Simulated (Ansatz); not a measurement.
# C₆H₁₅InO₃: small, medium and large basis sets

An exercise on one series of results from a longer session: the logs are not shown, and one member is left open.

Computed with Ansatz 0.2.0, Gaussian basis. Level: one geometry, several basis sets.

Levels to be run: PBE0-D4/def2-SVP; ωB97M-V/def2-SVP; PBE0-D4/def2-QZVPP; ωB97M-V/def2-QZVPP; the functionals' def2-TZVPP values are taken from earlier runs.

### Structure used throughout

An earlier PBE0-D4 in a triple-zeta def2 set relaxation fixed the geometry. In takes the def2 core potential; no spin-orbit term is included.

25 atoms, charge 0, spin multiplicity 1.

Atoms are counted from 1 here; the program's logs count them from 0.

Bond lengths: C1–C2 1.513 Å, C1–H11 1.096 Å, C1–H12 1.094 Å, C1–H13 1.093 Å, C2–O3 1.410 Å, C2–H14 1.099 Å, C2–H15 1.097 Å, O3–In4 1.976 Å, In4–O5 1.975 Å, In4–O8 1.974 Å, O5–C6 1.414 Å, C6–C7 1.511 Å, C6–H16 1.099 Å, C6–H17 1.099 Å, C7–H18 1.092 Å, C7–H19 1.092 Å, C7–H20 1.094 Å, O8–C9 1.409 Å and more. Angles: C2–C1–H11 111.0°, C2–C1–H12 110.9°, C2–C1–H13 110.5°, H11–C1–H12 107.4°, H11–C1–H13 108.8°, H12–C1–H13 108.1°, C1–C2–O3 113.4°, C1–C2–H14 109.6°, C1–C2–H15 109.7°, O3–C2–H14 110.8°, O3–C2–H15 106.4°, H14–C2–H15 106.8°, C2–O3–In4 121.4°, O3–In4–O5 120.8°, O3–In4–O8 121.4°, O5–In4–O8 117.8°, In4–O5–C6 121.7°, O5–C6–C7 108.8° and more.

Set-up of the first run:

File in.yaml:

```yaml
crystal:
  periodic: [false, false, false]
  atoms:
    - {symbol: C, position_ang: [0.475656, -2.872180, 0.759600]}
    - {symbol: C, position_ang: [1.503622, -2.448467, -0.267080]}
    - {symbol: O, position_ang: [1.756711, -1.061743, -0.265480]}
    - {symbol: In, position_ang: [0.285426, 0.252736, -0.380818]}
    - {symbol: O, position_ang: [-1.588012, -0.341207, -0.576052]}
    - {symbol: C, position_ang: [-2.641879, 0.580350, -0.771303]}
    - {symbol: C, position_ang: [-3.958174, -0.146987, -0.625539]}
    - {symbol: O, position_ang: [0.636118, 2.195534, -0.348627]}
    - {symbol: C, position_ang: [1.925950, 2.709183, -0.109837]}
    - {symbol: C, position_ang: [2.596688, 2.110727, 1.107812]}
    - {symbol: H, position_ang: [-0.502438, -2.426401, 0.543373]}
    - {symbol: H, position_ang: [0.347050, -3.958138, 0.758305]}
    - {symbol: H, position_ang: [0.788282, -2.567534, 1.761901]}
    - {symbol: H, position_ang: [1.188919, -2.787341, -1.264407]}
    - {symbol: H, position_ang: [2.461757, -2.938647, -0.054091]}
    - {symbol: H, position_ang: [-2.580300, 1.034290, -1.770543]}
    - {symbol: H, position_ang: [-2.593019, 1.405845, -0.047443]}
    - {symbol: H, position_ang: [-4.027747, -0.957781, -1.353869]}
    - {symbol: H, position_ang: [-4.048736, -0.577282, 0.374197]}
    - {symbol: H, position_ang: [-4.795841, 0.537235, -0.786538]}
    - {symbol: H, position_ang: [2.570301, 2.569600, -0.989625]}
    - {symbol: H, position_ang: [1.809356, 3.791324, 0.029011]}
    - {symbol: H, position_ang: [1.981995, 2.266625, 1.998464]}
    - {symbol: H, position_ang: [2.762143, 1.034738, 0.975844]}
    - {symbol: H, position_ang: [3.572872, 2.571323, 1.283246]}
basis:
  gaussian: {orbitals: def2-SVP}
hamiltonian: {xc: pbe0, dispersion: d4}
output: {orbitals: {seedname: orbitals}}
```

Command:

```sh
ansatz run in.yaml --threads 4 --pin off --events-out ev --progress --plain --max-ram 46080MiB --backend cpu
```

Steps of the session up to this table: PBE0-D4 in def2-SVP; ωB97M-V in def2-SVP; PBE0-D4 in def2-QZVPP; ωB97M-V in def2-QZVPP.

One of the session's tables, all rows but one given; the rest of the session is left out.

It belongs to the step «Density functionals: the series». 

| functional | basis | HOMO (eV) | LUMO (eV) |
| --- | --- | --- | --- |
| PBE0-D4 | def2-SVP | ? | ? |
| PBE0-D4 | def2-TZVPP | -7.51 | -1.58 |
| PBE0-D4 | def2-QZVPP | -7.54 | -1.63 |
| ωB97M-V | def2-SVP | -9.80 | 0.51 |
| ωB97M-V | def2-TZVPP | -9.94 | 0.28 |
| ωB97M-V | def2-QZVPP | -9.96 | 0.10 |

Estimate the missing values for PBE0-D4, def2-SVP.

As computed: HOMO (eV): -7.39; LUMO (eV): -1.45. In the column «HOMO (eV)» it is the highest.
